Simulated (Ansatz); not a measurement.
# LuBRh3: a short molecular-dynamics run

A trajectory of LuBRh3, a randomly packed cell with 5 atoms that was not relaxed first: 20 steps of 1 fs at constant energy, with velocities drawn for 100 K.

All numbers below are computed with Ansatz 0.2.0 (DFT PBE, plane waves, PAW, scalar-relativistic, no spin polarisation).

## (1) The starting structure

The cell holds 5 atoms (BLuRh3): a = 4.029 Å, b = 4.210 Å, c = 4.762 Å, α = 94.77°, β = 107.20°, γ = 80.76°.

Structure file:

```xyz
5
Lattice="3.9929 0.1482 -0.5179 0.4685 4.1592 -0.4546 -0.8203 0.2041 4.6864" Properties=species:S:1:pos:R:3 pbc="T T T"
Rh    3.1759    0.7586    1.0990
Rh    1.5336    3.1715    0.8081
Rh    0.9137    0.3603    3.8426
B     0.6865    1.9563    2.3661
Lu    2.8433    2.2498    3.4022
```

## (2) The run

input.yaml reads:

```yaml
crystal:
  lattice:
    - [3.99291, 0.148205, -0.517898]
    - [0.468464, 4.15919, -0.454615]
    - [-0.820321, 0.204127, 4.686357]
  atoms:
    - { symbol: Rh, position: [0.849667, 0.135353, 0.341531] }
    - { symbol: Rh, position: [0.355902, 0.735944, 0.283162] }
    - { symbol: Rh, position: [0.403565, 0.029673, 0.867432] }
    - { symbol: B, position: [0.238827, 0.4337, 0.573353] }
    - { symbol: Lu, position: [0.834537, 0.468792, 0.863682] }
kpoints:
  mp_grid: { grid: [4, 4, 3] }
magnetization:
  spin_polarized: false
scf:
  occupations: { method: cold, width: 0.15 }
hamiltonian:
  pseudopotentials: { kind: paw }
  xc: pbe
basis:
  ecutwfc: 420
md:
  timestep: 1.0
  n_steps: 20
  ensemble: nve
  temperature: 100.0
  initial_velocities: maxwell_boltzmann
  seed: 618535
```

Started as:

```sh
$ ansatz run input.yaml --threads 2 --pin off --max-ram 2560MiB --backend cpu --events-out ev --progress --plain --runs-dir out
```

What does the calculation give? Wanted: temperature, first and last step; temperature, second half; potential energy, second half; largest change of the total energy; mean square displacement, second half.

The runs gave:

| quantity | value |
| --- | --- |
| length | 20 steps of 1 fs |
| temperature, first and last step | 100 and 1679 K |
| temperature, second half | mean 1112 K, from 546 to 1679 K |
| potential energy, second half | -105 meV/atom from the start |
| largest change of the total energy | 0.12 meV/atom |
| mean square displacement, second half | B 0.046, Rh 0.001, Lu 0.000 Å² |

What this shows: The temperature starts at 100 K and averages 1112 K in the second half, where it still rises, from 546 to 1679 K; the start was no minimum (force components up to 2.6 eV/Å), and the potential energy that it sheds (105 meV/atom) turns into motion. The total energy strays from its start by at most 0.12 meV/atom, 0.2 % of the mean kinetic energy, which is good for a step of 1 fs. Over the second half B atoms stand 0.2 Å (root mean square) from where they began, and the farthest move is 0.3 Å. A run of 20 fs with 5 atoms shows the motion but fixes no equilibrium value. The k-mesh is coarse for this cell.
